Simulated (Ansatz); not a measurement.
# ClFH4W: the cost of one run

Method: RKS r2SCAN/def2-SVP, in Ansatz 0.2.0.

### Step 1. Starting point

Bond lengths: W1–Cl2 2.390 Å, W1–H3 1.720 Å, W1–H4 1.720 Å, W1–H5 1.720 Å, W1–H6 1.720 Å, W1–F7 1.850 Å. Angles (14 of 15 angles, heavy atoms first): Cl2–W1–F7 180.0°, Cl2–W1–H3 90.0°, Cl2–W1–H4 90.0°, Cl2–W1–H5 90.0°, Cl2–W1–H6 90.0°, H3–W1–F7 90.0°, H4–W1–F7 90.0°, H5–W1–F7 90.0°, H6–W1–F7 90.0°, H3–W1–H4 90.0°, H3–W1–H5 180.0°, H3–W1–H6 90.0°, H4–W1–H5 90.0°, H4–W1–H6 180.0°.

Structure file:

```xyz
7

W     0.0000    0.0000    0.0000
Cl    0.0000    0.0000    2.3900
H     1.7200    0.0000    0.0000
H     0.0000    1.7200    0.0000
H    -1.7200    0.0000    0.0000
H     0.0000   -1.7200    0.0000
F     0.0000    0.0000   -1.8500
```

### Step 2. Relaxing the start

The input, input.yaml:

```yaml
crystal:
  periodic: [false, false, false]
  atoms:
    - { symbol: W, position_ang: [0.0, 0.0, 0.0] }
    - { symbol: Cl, position_ang: [0.0, 0.0, 2.39] }
    - { symbol: H, position_ang: [1.72, 0.0, 0.0] }
    - { symbol: H, position_ang: [0.0, 1.72, 0.0] }
    - { symbol: H, position_ang: [-1.72, 0.0, 0.0] }
    - { symbol: H, position_ang: [0.0, -1.72, 0.0] }
    - { symbol: F, position_ang: [0.0, 0.0, -1.85] }
basis:
  gaussian: { orbitals: def2-SVP }
hamiltonian:
  xc: r2scan
relax:
  f_tol: 0.02
  max_steps: 40
```

On the command line:

```console
$ ansatz run input.yaml --threads 2 --pin off --max-ram 3072MiB --backend cpu --events-out ev --progress --plain --runs-dir out
```

Q: Estimate wall time and peak memory on 2 threads of Arm Neoverse N1, shared host.

About 1.9 min, with a peak of 0.2 GiB.
